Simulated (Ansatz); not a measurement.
**CH6B2OS: one species, many methods**

Aim: compute CH6B2OS with functionals from several rungs and with coupled cluster. The yardstick is the atomisation energy at the CCSD(T) limit.

Method: functionals in def2-TZVPP, the program's frozen cores in correlated methods; program: Ansatz 0.2.0, Gaussian basis.

Plan: PBE-D4, r2SCAN-D4, PBE0-D4, B3LYP-D4, ωB97X-V, ωB97M-V, B2PLYP; CCSD(T)/def2-TZVPP; MP2/def2-QZVPP; extrapolation to the limit.

## 1. The relaxed structure

All runs share one geometry, relaxed beforehand with PBE0-D4 in a triple-zeta def2 set.

SMILES `BCSBO`, 11 atoms, charge 0, spin multiplicity 1.

Atoms are counted from 1 here; the program's logs count them from 0.

Bond lengths: B1–C2 1.549 Å, B1–H6 1.194 Å, B1–H7 1.199 Å, C2–S3 1.848 Å, C2–H8 1.088 Å, C2–H9 1.087 Å, S3–B4 1.836 Å, B4–O5 1.339 Å, B4–H10 1.193 Å, O5–H11 0.965 Å. Angles: C2–B1–H6 119.7°, C2–B1–H7 120.0°, H6–B1–H7 120.0°, B1–C2–S3 77.7°, B1–C2–H8 123.3°, B1–C2–H9 119.5°, S3–C2–H8 110.8°, S3–C2–H9 106.7°, H8–C2–H9 111.4°, C2–S3–B4 103.8°, S3–B4–O5 125.1°, S3–B4–H10 115.2°, O5–B4–H10 119.6°, B4–O5–H11 114.3°.

## 2. PBE-D4 (GGA)

in.yaml

```yaml
crystal:
  periodic: [false, false, false]
  atoms:
    - {symbol: B, position_ang: [-0.906730, 0.586774, 0.917967]}
    - {symbol: C, position_ang: [-0.019645, -0.661463, 1.149195]}
    - {symbol: S, position_ang: [1.173501, 0.536029, 0.402225]}
    - {symbol: B, position_ang: [0.986853, 0.269505, -1.405065]}
    - {symbol: O, position_ang: [0.027214, -0.466504, -1.980906]}
    - {symbol: H, position_ang: [-1.030295, 1.393304, 1.789469]}
    - {symbol: H, position_ang: [-1.559746, 0.680613, -0.083158]}
    - {symbol: H, position_ang: [-0.089997, -1.563286, 0.545229]}
    - {symbol: H, position_ang: [0.343637, -0.881243, 2.149524]}
    - {symbol: H, position_ang: [1.812296, 0.797669, -2.084939]}
    - {symbol: H, position_ang: [-0.671687, -0.748497, -1.378942]}
basis:
  gaussian: {orbitals: def2-TZVPP}
hamiltonian: {xc: pbe, dispersion: d4}
output: {forces: true, orbitals: {seedname: orbitals}}
```

Run with:

```bash
$ ansatz run in.yaml --threads 4 --pin off --events-out ev --progress --plain --max-ram 10444MiB
```

After this run come: r2SCAN-D4 (meta-GGA); PBE0-D4 (hybrid); B3LYP-D4 (hybrid); ωB97X-V (range-separated); ωB97M-V (range-separated); B2PLYP (double hybrid); CCSD(T) in def2-TZVPP; MP2 in def2-QZVPP.

**Question.** What will the summary of the whole plan be? Wanted: atomisation energy, CCSD(T)/CBS; farthest; mean size of error, hybrid; mean size of error, range-separated; gap, smallest and largest; T1 diagnostic; triples share of the correlation energy.

The runs gave:

| quantity | value |
| --- | --- |
| atomisation energy, CCSD(T)/CBS | 4136.1 kJ/mol |
| functionals within 20.7 kJ/mol (0.5 %) | B3LYP-D4 |
| farthest | PBE-D4 (+110.6 kJ/mol) |
| mean size of error, hybrid | 29.6 kJ/mol |
| mean size of error, range-separated | 31.9 kJ/mol |
| gap, smallest and largest | 5.11 eV (PBE-D4), 11.68 eV (ωB97X-V) |
| T1 diagnostic | 0.0136 |
| triples share of the correlation energy | 4.2 % |

In words: PBE-D4 misses by +110.6 kJ/mol. Double hybrids carry the basis error of their MP2 part in triple zeta, and no dispersion term here, so their miss is partly the set-up's. Misses under about 20.7 kJ/mol are within the doubt on the reference itself, which lacks core-valence correlation, relativity and higher excitations. Hartree-Fock recovers 75 % of the binding; the rest is correlation. Orbital gaps span 5.1 to 11.7 eV; exact exchange widens them.
